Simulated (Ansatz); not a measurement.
**BFH₆Si₂: geometry and vibrations**

What shape does BFH₆Si₂ take? The plan is to relax it, then compute its harmonic vibrations to see whether it is a minimum and to get the zero-point energy and entropy, and look at its orbitals and charge.

Computed with Ansatz 0.2.0, Gaussian basis. Level: RKS PBE0-D4/def2-TZVP.

Plan: relaxation at PBE-D4/def2-SVP; relaxation at PBE0-D4/def2-TZVP; harmonic vibrations at the same level; a single point in def2-TZVPP for the fields.

## (1) Where the work starts

SMILES `F[SiH2]B[SiH3]`, 10 atoms, charge 0, spin multiplicity 1.

Atoms are counted from 1 here; the program's logs count them from 0.

Bond lengths: F1–Si2 1.658 Å, Si2–B3 1.916 Å, Si2–H5 1.483 Å, Si2–H6 1.483 Å, B3–Si4 1.955 Å, B3–H7 1.203 Å, Si4–H8 1.471 Å, Si4–H9 1.551 Å, Si4–H10 1.414 Å. Angles: F1–Si2–B3 106.9°, F1–Si2–H5 111.0°, F1–Si2–H6 110.4°, B3–Si2–H5 108.9°, B3–Si2–H6 110.2°, H5–Si2–H6 109.5°, Si2–B3–Si4 121.7°, Si2–B3–H7 121.8°, Si4–B3–H7 116.2°, B3–Si4–H8 107.8°, B3–Si4–H9 107.5°, B3–Si4–H10 114.1°, H8–Si4–H9 107.7°, H8–Si4–H10 111.1°, H9–Si4–H10 108.4°.

Geometry (Å):

```xyz
10

F    -2.32700    0.57430   -0.46780
Si   -0.84530    1.28440   -0.69010
B     0.45510   -0.12200   -0.65770
Si    0.74370   -1.21970    0.93440
H    -0.77690    1.97060   -2.00340
H    -0.57190    2.26060    0.39220
H     1.21340   -0.30560   -1.57380
H     0.46190   -2.61810    0.57430
H    -0.30240   -0.78640    1.99400
H     2.03250   -1.08930    1.50070
```

The start is a force-field geometry with small random shifts, so a cheaper pass at PBE-D4/def2-SVP comes first.

## (2) Geometry optimisation, PBE-D4/def2-SVP (cheap first pass)

in.yaml

```yaml
crystal:
  periodic: [false, false, false]
  atoms:
    - {symbol: F, position_ang: [-2.327000, 0.574300, -0.467800]}
    - {symbol: Si, position_ang: [-0.845300, 1.284400, -0.690100]}
    - {symbol: B, position_ang: [0.455100, -0.122000, -0.657700]}
    - {symbol: Si, position_ang: [0.743700, -1.219700, 0.934400]}
    - {symbol: H, position_ang: [-0.776900, 1.970600, -2.003400]}
    - {symbol: H, position_ang: [-0.571900, 2.260600, 0.392200]}
    - {symbol: H, position_ang: [1.213400, -0.305600, -1.573800]}
    - {symbol: H, position_ang: [0.461900, -2.618100, 0.574300]}
    - {symbol: H, position_ang: [-0.302400, -0.786400, 1.994000]}
    - {symbol: H, position_ang: [2.032500, -1.089300, 1.500700]}
basis:
  gaussian: {orbitals: def2-SVP}
hamiltonian: {xc: pbe, dispersion: d4}
relax: {f_tol: 0.03, max_steps: 200}
```

The run is started by

```console
ansatz run in.yaml --threads 2 --pin off --events-out ev --progress --plain --max-ram 4352MiB
```

The log of the run (excerpt; [...] marks lines left out):

```text
Functional definition: PBE
  name "PBE"
  cite "Perdew, Burke & Ernzerhof, Phys. Rev. Lett. 77, 3865 (1996) doi:10.1103/PhysRevLett.77.3865"
  parent pbe
[...]
1042 factors; their error is unknown
[...]
mean field -19225.62561804 eV, -706.5287098657 hartree, gradient 3.8e-5 eV, S^2 0.000000; 0 other end points of the search recorded, 0 dependent functions left out
[...]
reference -19225.62565663 eV, -706.5287112840 hartree; 24, 24 occupied and 70, 70 virtual orbitals, 1042 factors
relax step   1: F+E_penalty+E_count = -19225.82388530 eV  Δ(F+E_penalty+E_count) = +0.000e0 eV  max|allowed force component| = 2.462e0 eV/Å  Δτ_max = 0.0000 Å  (25 SCF iters, accepted)
[...]
relax step   4: F+E_penalty+E_count = -19226.19688517 eV  Δ(F+E_penalty+E_count) = -7.446e-3 eV  max|allowed force component| = 4.621e-1 eV/Å  Δτ_max = 0.2000 Å  (31 SCF iters, accepted)
[...]
relax step   7: F+E_penalty+E_count = -19226.27734452 eV  Δ(F+E_penalty+E_count) = -1.197e-2 eV  max|allowed force component| = 1.559e-1 eV/Å  Δτ_max = 0.0287 Å  (28 SCF iters, accepted)
[...]
relax step  10: F+E_penalty+E_count = -19226.29924143 eV  Δ(F+E_penalty+E_count) = -2.780e-3 eV  max|allowed force component| = 1.284e-1 eV/Å  Δτ_max = 0.0769 Å  (28 SCF iters, accepted)
[...]
relax step  15: F+E_penalty+E_count = -19226.30318637 eV  Δ(F+E_penalty+E_count) = -2.922e-4 eV  max|allowed force component| = 2.572e-2 eV/Å  Δτ_max = 0.0423 Å  (27 SCF iters, accepted)
1042 factors; their error is unknown
[...]
mean field -19226.10832297 eV, -706.5464489447 hartree, gradient 1.5e-5 eV, S^2 0.000000; 1 other end points of the search recorded, 0 dependent functions left out
[...]
reference -19226.10836176 eV, -706.5464503704 hartree; 24, 24 occupied and 70, 70 virtual orbitals, 1042 factors
Total energy: -19226.30322517 eV, -706.5536114686 hartree
Atom 0 at    -2.152656     0.778666     0.138802 Å, force     0.002290    -0.000756    -0.003719 eV/Å
Atom 1 at    -0.868029     1.278790    -0.766689 Å, force     0.005404    -0.001118     0.008056 eV/Å
Atom 2 at     0.767480     0.196260    -0.367196 Å, force    -0.001411    -0.019092    -0.012665 eV/Å
Atom 3 at     0.672717    -1.323986     0.943628 Å, force    -0.005539    -0.025724     0.013519 eV/Å
Atom 4 at    -1.261212     1.152860    -2.218062 Å, force    -0.001486    -0.001131    -0.006855 eV/Å
Atom 5 at    -0.631146     2.737347    -0.458539 Å, force     0.002222     0.005311     0.002790 eV/Å
Atom 6 at     1.785311     0.430858    -0.993919 Å, force    -0.004882     0.015717     0.001990 eV/Å
Atom 7 at    -0.037518    -2.417789     0.168062 Å, force     0.010190     0.021741     0.015025 eV/Å
Atom 8 at    -0.184405    -1.007271     2.141544 Å, force     0.006822    -0.002768    -0.009897 eV/Å
Atom 9 at     1.992558    -1.876935     1.415170 Å, force    -0.013608     0.007819    -0.008244 eV/Å
Dipole moment:     0.270337     0.070068    -0.135168 e Å
```

It took 24 s on 2 threads of Arm Neoverse V2, shared host.

The steps of the relaxation:

| step | energy from step 1 (eV) | largest force component (eV/Å) |
| --- | --- | --- |
| 1 | 0.0000 | 2.4619 |
| 2 | -0.3161 | 0.8167 |
| 3 | -0.3656 | 0.1875 |
| 4 | -0.3730 | 0.4621 |
| 5 | -0.4265 | 0.1661 |
| 6 | -0.4415 | 0.3029 |
| 7 | -0.4535 | 0.1559 |
| 8 | -0.4658 | 0.1387 |
| 9 | -0.4726 | 0.1356 |
| 10 | -0.4754 | 0.1284 |
| 11 | -0.4774 | 0.0610 |
| 12 | -0.4781 | 0.0262 |
| 13 | -0.4786 | 0.0187 |
| 14 | -0.4790 | 0.0267 |
| 15 | -0.4793 | 0.0257 |

The force was under the threshold of 0.03 eV/Å already at step 12, but the program went on to step 15.

Distances of close pairs at the start and the end, largest changes first:

| bond | before (Å) | after (Å) | change (Å) |
| --- | --- | --- | --- |
| Si4–H10 | 1.414 | 1.507 | +0.093 |
| Si2–B3 | 1.916 | 2.002 | +0.086 |
| B3–Si4 | 1.955 | 2.010 | +0.054 |
| Si4–H8 | 1.471 | 1.517 | +0.046 |
| Si4–H9 | 1.551 | 1.507 | -0.044 |
| Si2–H6 | 1.483 | 1.509 | +0.027 |
| Si2–H5 | 1.483 | 1.509 | +0.026 |
| B3–H7 | 1.203 | 1.218 | +0.015 |

## (3) Relaxation at PBE0-D4/def2-TZVP

in.yaml

```yaml
crystal:
  periodic: [false, false, false]
  atoms:
    - {symbol: F, position_ang: [-2.152656, 0.778666, 0.138802]}
    - {symbol: Si, position_ang: [-0.868029, 1.278790, -0.766689]}
    - {symbol: B, position_ang: [0.767480, 0.196260, -0.367196]}
    - {symbol: Si, position_ang: [0.672717, -1.323986, 0.943628]}
    - {symbol: H, position_ang: [-1.261212, 1.152860, -2.218062]}
    - {symbol: H, position_ang: [-0.631146, 2.737347, -0.458539]}
    - {symbol: H, position_ang: [1.785311, 0.430858, -0.993919]}
    - {symbol: H, position_ang: [-0.037518, -2.417789, 0.168062]}
    - {symbol: H, position_ang: [-0.184405, -1.007271, 2.141544]}
    - {symbol: H, position_ang: [1.992558, -1.876935, 1.415170]}
basis:
  gaussian: {orbitals: def2-TZVP}
hamiltonian: {xc: pbe0, dispersion: d4}
relax: {f_tol: 0.005, max_steps: 150}
```

Same command.

The log of the run (excerpt; [...] marks lines left out):

```text
Functional definition: PBE0
  name "PBE0"
  cite "Adamo & Barone, J. Chem. Phys. 110, 6158 (1999) doi:10.1063/1.478522"
  cite "Perdew, Burke & Ernzerhof, Phys. Rev. Lett. 77, 3865 (1996) doi:10.1103/PhysRevLett.77.3865"
  parent pbe
[...]
1125 factors; their error is unknown
[...]
mean field -19237.86919479 eV, -706.9786530125 hartree, gradient 1.6e-5 eV, S^2 0.000000; 0 other end points of the search recorded, 0 dependent functions left out
[...]
reference -19237.86923164 eV, -706.9786543666 hartree; 24, 24 occupied and 148, 148 virtual orbitals, 1125 factors
relax step   1: F+E_penalty+E_count = -19238.03531230 eV  Δ(F+E_penalty+E_count) = +0.000e0 eV  max|allowed force component| = 9.246e-1 eV/Å  Δτ_max = 0.0000 Å  (26 SCF iters, accepted)
[...]
Atom 0 at    -2.182444     0.965114     0.116026 Å, force     0.004429     0.001408    -0.002639 eV/Å
Atom 1 at    -0.884795     1.317559    -0.764959 Å, force    -0.003873    -0.002415     0.002339 eV/Å
Atom 2 at     0.679092     0.146649    -0.357465 Å, force    -0.000099     0.001482     0.002382 eV/Å
Atom 3 at     0.677797    -1.364731     0.958035 Å, force     0.000197    -0.001447    -0.001241 eV/Å
Atom 4 at    -1.278725     1.188464    -2.195451 Å, force    -0.000212     0.000625    -0.000881 eV/Å
Atom 5 at    -0.534081     2.739025    -0.486548 Å, force     0.000251    -0.000130     0.000101 eV/Å
Atom 6 at     1.661601     0.350798    -1.013311 Å, force    -0.000683    -0.000116    -0.000431 eV/Å
Atom 7 at     0.155072    -2.521329     0.166383 Å, force     0.000519     0.000432     0.001756 eV/Å
Atom 8 at    -0.236999    -1.145842     2.109197 Å, force     0.000251    -0.000124    -0.000846 eV/Å
Atom 9 at     2.026583    -1.726907     1.470893 Å, force    -0.000780     0.000283    -0.000539 eV/Å
Dipole moment:     0.283506     0.038515    -0.127458 e Å
```

Run time: 60 s. Hardware: 2 threads of Arm Neoverse V2, shared host.

Along the way:

| step | energy from step 1 (eV) | largest force component (eV/Å) |
| --- | --- | --- |
| 1 | 0.0000 | 0.9246 |
| 2 | -0.0413 | 0.6138 |
| 3 | -0.0528 | 0.1113 |
| 4 | -0.0539 | 0.0276 |
| 5 | -0.0546 | 0.0631 |
| 6 | -0.0549 | 0.0242 |
| 7 | -0.0551 | 0.0207 |
| 8 | -0.0552 | 0.0081 |
| 9 | -0.0553 | 0.0131 |
| 10 | -0.0554 | 0.0090 |
| 11 | -0.0555 | 0.0241 |
| 12 | -0.0556 | 0.0190 |
| 13 | -0.0556 | 0.0086 |
| 14 | -0.0557 | 0.0085 |
| 15 | -0.0557 | 0.0044 |

Distances of close pairs at the start and the end, largest changes first:

| bond | before (Å) | after (Å) | change (Å) |
| --- | --- | --- | --- |
| F1–Si2 | 1.649 | 1.608 | -0.042 |
| Si4–H8 | 1.517 | 1.496 | -0.021 |
| Si4–H9 | 1.507 | 1.487 | -0.020 |
| Si2–H5 | 1.509 | 1.489 | -0.020 |
| B3–H7 | 1.218 | 1.199 | -0.019 |
| Si2–H6 | 1.509 | 1.490 | -0.019 |
| Si4–H10 | 1.507 | 1.488 | -0.019 |
| Si2–B3 | 2.002 | 1.996 | -0.006 |

Mulliken charges of the relaxed molecule (report file):

| atom | value (e) |
| --- | --- |
| F1 | -0.32 |
| Si2 | 0.38 |
| B3 | -0.03 |
| Si4 | 0.01 |
| H5 | -0.03 |
| H6 | -0.03 |
| H7 | 0.06 |
| H8 | -0.01 |
| H9 | 0.00 |
| H10 | -0.02 |

## (4) Vibrations by finite differences

in.yaml

```yaml
crystal:
  periodic: [false, false, false]
  atoms:
    - {symbol: F, position_ang: [-2.182444, 0.965114, 0.116026]}
    - {symbol: Si, position_ang: [-0.884795, 1.317559, -0.764959]}
    - {symbol: B, position_ang: [0.679092, 0.146649, -0.357465]}
    - {symbol: Si, position_ang: [0.677797, -1.364731, 0.958035]}
    - {symbol: H, position_ang: [-1.278725, 1.188464, -2.195451]}
    - {symbol: H, position_ang: [-0.534081, 2.739025, -0.486548]}
    - {symbol: H, position_ang: [1.661601, 0.350798, -1.013311]}
    - {symbol: H, position_ang: [0.155072, -2.521329, 0.166383]}
    - {symbol: H, position_ang: [-0.236999, -1.145842, 2.109197]}
    - {symbol: H, position_ang: [2.026583, -1.726907, 1.470893]}
basis:
  gaussian: {orbitals: def2-TZVP}
hamiltonian: {xc: pbe0, dispersion: d4}
phonons: {temperatures: {t_min: 298.15, t_max: 900, t_step: 200}}
```

Same command.

The log of the run (excerpt; [...] marks lines left out):

```text
Functional definition: PBE0
  name "PBE0"
  cite "Adamo & Barone, J. Chem. Phys. 110, 6158 (1999) doi:10.1063/1.478522"
  cite "Perdew, Burke & Ernzerhof, Phys. Rev. Lett. 77, 3865 (1996) doi:10.1103/PhysRevLett.77.3865"
  parent pbe
[...]
1125 factors; their error is unknown
[...]
mean field -19237.92719750 eV, -706.9807845727 hartree, gradient 1.7e-5 eV, S^2 0.000000; 0 other end points of the search recorded, 0 dependent functions left out
[...]
reference -19237.92723417 eV, -706.9807859204 hartree; 24, 24 occupied and 148, 148 virtual orbitals, 1125 factors
[...]
1125 factors; their error is unknown
mean field -19237.92711588 eV, -706.9807815734 hartree, gradient 1.3e-6 eV, S^2 0.000000; 0 other end points of the search recorded, 0 dependent functions left out
[...]
reference -19237.92715256 eV, -706.9807829211 hartree; 24, 24 occupied and 148, 148 virtual orbitals, 1125 factors
[...]
Atom 2 at     0.679092     0.146649    -0.357465 Å, force    -0.000090     0.001452     0.002393 eV/Å
Atom 3 at     0.677797    -1.364731     0.958035 Å, force     0.000208    -0.001438    -0.001226 eV/Å
Atom 4 at    -1.278725     1.188464    -2.195451 Å, force    -0.000203     0.000625    -0.000884 eV/Å
Atom 5 at    -0.534081     2.739025    -0.486548 Å, force     0.000248    -0.000139     0.000098 eV/Å
Atom 6 at     1.661601     0.350798    -1.013311 Å, force    -0.000684    -0.000117    -0.000432 eV/Å
Atom 7 at     0.155072    -2.521329     0.166383 Å, force     0.000519     0.000430     0.001756 eV/Å
Atom 8 at    -0.236999    -1.145842     2.109197 Å, force     0.000258    -0.000120    -0.000867 eV/Å
Atom 9 at     2.026583    -1.726907     1.470893 Å, force    -0.000787     0.000286    -0.000549 eV/Å
Dipole moment:     0.283506     0.038514    -0.127458 e Å
Vibrations: 50.05 81.92 94.60 276.89 363.65 387.52 472.09 601.35 709.70 737.74 753.92 844.76 860.48 910.36 911.67 914.84 950.19 954.81 2179.27 2202.27 2208.24 2219.89 2229.23 2610.54 cm⁻¹, zero-point energy 1.520419 eV
```

Run time: 2.7 min. Hardware: 2 threads of Arm Neoverse V2, shared host.

Motions are named by where the mode's potential energy lies. Wavenumbers, unscaled:

| mode | cm⁻¹ | motion |
| --- | --- | --- |
| 1 | 50 | torsion with bend |
| 2 | 82 | torsion with bend |
| 3 | 95 | torsion with bend |
| 4 | 277 | bend |
| 5 | 364 | bend with torsion |
| 6 | 388 | bend with torsion |
| 7 | 472 | Si–B stretch with bend |
| 8 | 601 | bend |
| 9 | 710 | Si–B stretch with bend |
| 10 | 738 | torsion |
| 11 | 754 | bend |
| 12 | 845 | Si–F stretch with bend |
| 13 | 860 | bend |
| 14 | 910 | bend with torsion |
| 15 | 912 | bend |
| 16 | 915 | bend with torsion |
| 17 | 950 | bend |
| 18 | 955 | bend |
| 19 | 2179 | Si–H stretch |
| 20 | 2202 | Si–H stretch |
| 21 | 2208 | Si–H stretch |
| 22 | 2220 | Si–H stretch |
| 23 | 2229 | Si–H stretch |
| 24 | 2611 | B–H stretch |

From these modes and the moments of inertia (298.15 K, 1 bar, symmetry number 1):

| term | value |
| --- | --- |
| zero-point energy | 35.1 kcal/mol |
| H(298) − E | 40.3 kcal/mol |
| entropy, translation | 165.3 J/(mol K) |
| entropy, rotation | 112.4 J/(mol K) |
| entropy, vibration | 78.8 J/(mol K) |
| entropy, total | 356.5 J/(mol K) |

## (5) Fields at the relaxed geometry

Edit in.yaml of step 4 so:

```diff
@@ -14,4 +14,4 @@
 basis:
-  gaussian: {orbitals: def2-TZVP}
+  gaussian: {orbitals: def2-TZVPP}
 hamiltonian: {xc: pbe0, dispersion: d4}
-phonons: {temperatures: {t_min: 298.15, t_max: 900, t_step: 200}}
+output: {orbitals: {seedname: orbitals}}
```

Launched as before.

The log of the run:

```text
Functional definition: PBE0
  name "PBE0"
  cite "Adamo & Barone, J. Chem. Phys. 110, 6158 (1999) doi:10.1063/1.478522"
  cite "Perdew, Burke & Ernzerhof, Phys. Rev. Lett. 77, 3865 (1996) doi:10.1103/PhysRevLett.77.3865"
  parent pbe
  parameter a = 0.25
  parameter kappa = 0.804
  parameter beta = 0.06672455060314922
  exchange = (1 - a)*pbe_x(kappa = kappa, mu = beta*pi^2/3) + a*exact_x
  correlation = pbe_c(beta = beta)
1261 factors; their error is unknown
mean field evaluation 1: about -19235.9502 eV, gradient 3.3e1 eV
mean field evaluation 2: about -19234.8908 eV, gradient 4.6e1 eV
mean field evaluation 4: about -19237.9087 eV, gradient 1.6e0 eV
mean field evaluation 8: about -19237.9169 eV, gradient 4.2e-2 eV
mean field evaluation 16: about -19237.9558 eV, gradient 6.0e-5 eV
mean field -19237.95580769 eV, -706.9818359778 hartree, gradient 6.0e-5 eV, S^2 0.000000; 0 other end points of the search recorded, 0 dependent functions left out
reference -19237.95584380 eV, -706.9818373050 hartree; 24, 24 occupied and 206, 206 virtual orbitals, 1261 factors
Total energy: -19238.11962531 eV, -706.9878561642 hartree
```

Wall time 4.1 s (2 threads of Arm Neoverse V2, shared host); peak memory 0.49 GiB.

The fields below are evaluated on a grid from the run's orbitals.

Frontier orbitals at PBE0-D4/def2-TZVPP, with the share of their density that lies nearest to each atom:

| orbital | energy (eV) | lies on |
| --- | --- | --- |
| HOMO-1 | -9.12 | B3 28 %; H7, H9 about 20 % each; Si4 11 % |
| HOMO | -8.10 | B3 38 %; Si2 15 %; Si4 12 % |
| LUMO | -3.05 | B3 60 %; H7 11 %; H8 7 % |

ELF in a plane through or near 5 of the atoms.

Ten even steps from '0' (0.00) to '9' (1.00):
```
0000000000000000000000000000
0000000000000000000000000000
0000000000001332000000000000
0000000000038998400000000000
0000000000069999810000000000
0000012000069999710000000000
0000599620159999510000000000
0003999953476346641010000000
0005999953596556951232100000
0003899704279339734143100000
0000245258538778366313100000
0000011211123222212111000000
0000001588851001578630000000
0000002799971003834851000000
0000002799970004788851000000
0000000478740001466520000000
0000000011100000111100000000
0000000000000000000000000000
0000000000000000000000000000
0000000000000000000000000000
```
The map spans 11.0 Å across and 9.1 Å up, centred on the molecule. Atoms in the plane (x, y in Å): F1 (1.7, -1.7), Si2 (1.8, -0.1), B3 (0.0, 0.8), Si4 (-1.8, -0.2), H7 (0.0, 2.0).

log10 of the density (e/Å³) in the same plane.

Ten even steps from ' ' (-4.0) to '@' (2.3):
```
                                                        
                                                        
                    ....::::::::....                    
                  ....::--------::::..                  
          ........::::--========--::....                
      ....::::::::::--==++****++==--::::......          
    ..::::----========++++****++++==------::::..        
    ..::--====++====++++********++========----::..      
  ..::::--==++++++++++++**%%%%**++++++++++==--::....    
  ..::::--==++++**##**************####**++====--::..    
    ..::--==++++##@@##++++++++++++%%@@##++====--::..    
    ....::--==++******++======++++****++++==--::....    
      ..::--==++++++++++==--====**##****++==--::..      
      ....::--==++++++==------++**%%####++==::..        
        ..::::--======----::--==**####**++--::..        
          ..::::------::::::::--==++++++==--..          
            ....::::::........::--------::::            
                ......        ..::::::::..              
                                                        
                                                        
```
The map spans 11.0 Å across and 9.1 Å up, centred on the molecule. Atoms in the plane (x, y in Å): F1 (1.7, -1.7), Si2 (1.8, -0.1), B3 (0.0, 0.8), Si4 (-1.8, -0.2), H7 (0.0, 2.0).

On the surface of density 0.002 e/bohr³ the electrostatic potential runs, from the 1st to the 99th percentile, from -0.95 V near F1 to 1.80 V near B3.

## (6) Summary of results

```
                  quantity            value
               point group               C1
                     steps          15 + 15
shift from the start (rms)          0.664 Å
              total energy   -19238.0910 eV
           dispersion term         -164 meV
             dipole moment           1.50 D
lowest, highest wavenumber    50, 2611 cm⁻¹
         zero-point energy    35.1 kcal/mol
       entropy at 298.15 K  356.5 J/(mol K)
                HOMO, LUMO  -8.10, -3.05 eV
```

The relaxed geometry lies 0.66 Å (rms) from the start; the bond that changed most is Si2–B3, from 1.916 to 1.996 Å. No mode is imaginary: a true minimum at this level. The stiffest mode, 2611 cm⁻¹, is a B–H stretch, and 3 modes under 200 cm⁻¹ make the vibrational entropy uncertain. Harmonic hybrid wavenumbers usually lie a few per cent above measured fundamentals. The largest Mulliken charge, +0.38 e, sits on Si2. The HOMO lies mostly on B3 38 %; Si2 15 % and the LUMO on B3 60 %; H7 11 %.
